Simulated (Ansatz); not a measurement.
From input file to script: CsCdCl3, space group Pm-3m in Ansatz 0.2.0.

```yaml
crystal:
  lattice:
    - [5.2, 0.0, 0.0]
    - [0.0, 5.2, 0.0]
    - [0.0, 0.0, 5.2]
  atoms:
    - { symbol: Cs, position: [0.0, 0.0, 0.0] }
    - { symbol: Cd, position: [0.5, 0.5, 0.5] }
    - { symbol: Cl, position: [0.0, 0.5, 0.5] }
    - { symbol: Cl, position: [0.5, 0.0, 0.5] }
    - { symbol: Cl, position: [0.5, 0.5, 0.0] }
kpoints:
  mp_grid:
    kspacing: 0.4
hamiltonian:
  xc: lda
scf:
  occupations:
    method: fixed
basis:
  ecutwfc: 420
output:
  forces: true
  stress: true
```

`deck.py`
```python
'''Single point of CsCdCl3 through the engine session.'''

from collections import Counter
import warnings

import ansatz
import numpy as np

warnings.simplefilter('ignore', ansatz.DeckWarning)

config = {
    'crystal': {
        'lattice': [[5.2, 0.0, 0.0], [0.0, 5.2, 0.0], [0.0, 0.0, 5.2]],
        'atoms': [
            {'symbol': 'Cs', 'position': [0.0, 0.0, 0.0]},
            {'symbol': 'Cd', 'position': [0.5, 0.5, 0.5]},
            {'symbol': 'Cl', 'position': [0.0, 0.5, 0.5]},
            {'symbol': 'Cl', 'position': [0.5, 0.0, 0.5]},
            {'symbol': 'Cl', 'position': [0.5, 0.5, 0.0]},
        ],
    },
    'kpoints': {'mp_grid': {'kspacing': 0.4}},
    'hamiltonian': {'xc': 'lda'},
    'scf': {'occupations': {'method': 'fixed'}},
    'basis': {'ecutwfc': 420},
    'output': {'forces': True, 'stress': True},
}

outcome = ansatz.Session.from_dict(config).plan().execute()
r = outcome.report

print('%-22s %14.5f eV' % ('F = E - TS', r['free_energy_ev']))
print('%-22s %14.5f eV' % ('E', r['internal_energy_ev']))
print('%-22s %14.5f eV' % ('Harris-Foulkes', r['harris_foulkes_ev']))
print('%-22s %14.5f eV' % ('Fermi level', r['fermi_energy_ev']))

# pressure is a third of the trace
sigma = r['stress_gpa']
voigt = [sigma[0][0], sigma[1][1], sigma[2][2], sigma[1][2], sigma[0][2], sigma[0][1]]
print('stress xx yy zz yz xz xy (GPa, compression positive):', ' '.join(f'{s:.3f}' for s in voigt))
print('P =', round(10 * float(np.mean(voigt[:3])), 2), 'kbar')

told = Counter((n['data']['severity'], n['data']['kind']) for n in outcome.notices if n['event'] == 'notice')
for (severity, kind), count in sorted(told.items()):
    print(f'{severity:8s} {kind} x{count}')
```

```console
$ python deck.py
F = E - TS               -16762.42618 eV
E                        -16762.42618 eV
Harris-Foulkes           -16762.42618 eV
Fermi level                   3.69681 eV
stress xx yy zz yz xz xy (GPa, compression positive): -1.903 -1.903 -1.903 0.000 -0.000 0.000
P = -19.03 kbar
audit    band_cg_iterations x1
audit    loop_bands_changed x1
audit    preconditioner_resolved x1
```

Notes:
- Total energies depend on the potentials; only differences at equal settings carry meaning. A total without «per atom» is that of the cell as typed.
- With fixed filling the reported Fermi level is the top filled level among the k-points of the SCF.
- The zero of the levels is a convention of the potentials, so an absolute Fermi energy is no work function.
- The starting cell is as deposited in a crystallographic database; the results hold for this polymorph, which needn't be the stable one.
- Run time: 2.3 s on 1 thread of Arm Neoverse V2, on a shared host, peak memory 0.43 GiB.

(Lines on the test bed's own set-up are left out of the output.)
